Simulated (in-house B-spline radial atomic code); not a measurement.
# Tm³⁺: ionisation energy by several methods

Aim: the ionisation energy of Tm³⁺ by several methods, each as the difference of two self-consistent energies (Tm³⁺ and the next ion, [Xe] 4f11).

The numbers are computed with in-house B-spline radial atomic code version 1 (non-relativistic, several functionals, spin-polarised, exact exchange averaged over the configuration; spherical all-electron atom at the radial basis limit), except any that are marked as measured or tabulated.

### Step 1. What is computed

```
element       : thulium (Z = 69)
charge        : +3
electrons     : 66
configuration : [Xe] 4f12
nucleus       : point
```

Outer shells as boxes (Hund's rule):

[Xe] 4f12
```
[Xe] core
4f [↑↓][↑↓][↑↓][↑↓][↑↓][↑ ][↑ ]
```

Where spins are not typed, each open shell is filled with up spins first.

### Step 2. BHandHLYP, a global hybrid

Settings of the run:

```ini
Z = 69
electrons = 66.0
configuration = [Xe] 4f12
hamiltonian = nr
method = bhandhlyp
spin_polarised = True
exact_exchange = averaged over the configuration
```

On the command line:

```
$ python run_scf.py task.json out
```

The settings of every run stand in task.json; they run in order.

### Step 3. ωB97X, a range-separated hybrid

The settings differ from step 2 so:

```diff
@@ -4,3 +4,3 @@
 hamiltonian = nr
-method = bhandhlyp
+method = wb97x
 spin_polarised = True
```

### Step 4. r2SCAN0, a global hybrid

The settings differ from step 3 so:

```diff
@@ -4,3 +4,3 @@
 hamiltonian = nr
-method = wb97x
+method = r2scan0
 spin_polarised = True
```

### Step 5. LC-ωPBE, a range-separated hybrid

The settings differ from step 4 so:

```diff
@@ -4,3 +4,3 @@
 hamiltonian = nr
-method = r2scan0
+method = lc_wpbe
 spin_polarised = True
```

### Step 6. M06-2X, a global hybrid

The settings differ from step 5 so:

```diff
@@ -4,3 +4,3 @@
 hamiltonian = nr
-method = lc_wpbe
+method = m062x
 spin_polarised = True
```

Before running: The tabulated ionisation energy is 42.41 ± 0.04 eV (semi-empirical; NIST Atomic Spectra Database). What does each method give, and which comes nearest?

**Answer**, as computed:

| method | rung | total energy (hartree) | ΔSCF (eV) | −ε highest (eV) | ΔSCF less tabulated (eV) |
| --- | --- | --- | --- | --- | --- |
| BHandHLYP | global hybrid | -12942.5952 | 48.462 | 46.377 (4f down) | +6.052 |
| r2SCAN0 | global hybrid | -12942.6439 | 49.196 | 42.923 (4f down) | +6.786 |
| M06-2X | global hybrid | -12943.6122 | 48.812 | 47.366 (4f down) | +6.402 |
| ωB97X | range-separated hybrid | -12942.9867 | 49.396 | 45.274 (4f down) | +6.986 |
| LC-ωPBE | range-separated hybrid | -12941.8884 | 49.902 | 45.143 (4f down) | +7.492 |

The tabulated ionisation energy is 42.41 ± 0.04 eV (semi-empirical; NIST Atomic Spectra Database). BHandHLYP comes nearest (+6.052 eV) and LC-ωPBE is farthest (+7.492 eV, 18 %). All methods miss on the same side by much the same amount, which points to something that they share. These runs lack relativity altogether, which can outweigh the gaps between the methods, so the nearest may be so by luck. These runs leave out relativity, which matters at this nuclear charge. Open shells are averaged (over orientations, and over spins where the run is restricted), while tables refer to the lowest levels.
